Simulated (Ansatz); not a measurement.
# FH2OPSi: basis-set convergence

An exercise on one series of results from a longer session: the logs are not shown, and one member is left open.

Program: Ansatz 0.2.0, Gaussian basis. Level of theory: one geometry, several basis sets. These are calculated values, not measurements.

Plan: PBE0-D4/def2-SVP; ωB97M-V/def2-SVP; PBE0-D4/def2-QZVPP; ωB97M-V/def2-QZVPP; the functionals' def2-TZVPP values are taken from earlier runs.

## The geometry

An earlier PBE0-D4 in a triple-zeta def2 set relaxation fixed the geometry.

6 atoms, charge 0, spin multiplicity 1.

Atoms are counted from 1 here; the program's logs count them from 0.

Bond lengths: F1–Si2 1.617 Å, Si2–O3 1.635 Å, O3–P4 1.660 Å, P4–H5 1.423 Å, P4–H6 1.425 Å. Angles: F1–Si2–O3 101.8°, Si2–O3–P4 140.7°, O3–P4–H5 97.2°, O3–P4–H6 99.8°, H5–P4–H6 92.2°.

The first run:

in.yaml

```yaml
crystal:
  periodic: [false, false, false]
  atoms:
    - {symbol: F, position_ang: [-2.030271, -0.732542, 0.058063]}
    - {symbol: Si, position_ang: [-1.539371, 0.208812, -1.161098]}
    - {symbol: O, position_ang: [-0.051042, 0.660816, -0.657271]}
    - {symbol: P, position_ang: [0.954839, 0.529278, 0.656882]}
    - {symbol: H, position_ang: [2.099492, 0.050620, -0.040442]}
    - {symbol: H, position_ang: [0.608554, -0.780984, 1.097764]}
basis:
  gaussian: {orbitals: def2-SVP}
hamiltonian: {xc: pbe0, dispersion: d4}
output: {orbitals: {seedname: orbitals}}
```

Started as:

```bash
$ ansatz run in.yaml --threads 2 --pin off --events-out ev --progress --plain --max-ram 4352MiB
```

Among the steps run: PBE0-D4 in def2-SVP; ωB97M-V in def2-SVP; PBE0-D4 in def2-QZVPP; ωB97M-V in def2-QZVPP.

One of the session's tables, all rows but one given; the rest of the session is left out.

```
functional       basis  HOMO (eV)
   PBE0-D4    def2-SVP      -7.39
   PBE0-D4  def2-TZVPP      -7.46
   PBE0-D4  def2-QZVPP      -7.49
   ωB97M-V    def2-SVP          ?
   ωB97M-V  def2-TZVPP      -9.62
   ωB97M-V  def2-QZVPP      -9.65
```

Estimate the missing values for ωB97M-V, def2-SVP.

As computed: HOMO (eV): -9.51. In the column «HOMO (eV)» it lies between ωB97M-V, def2-TZVPP (-9.62) and PBE0-D4, def2-QZVPP (-7.49).
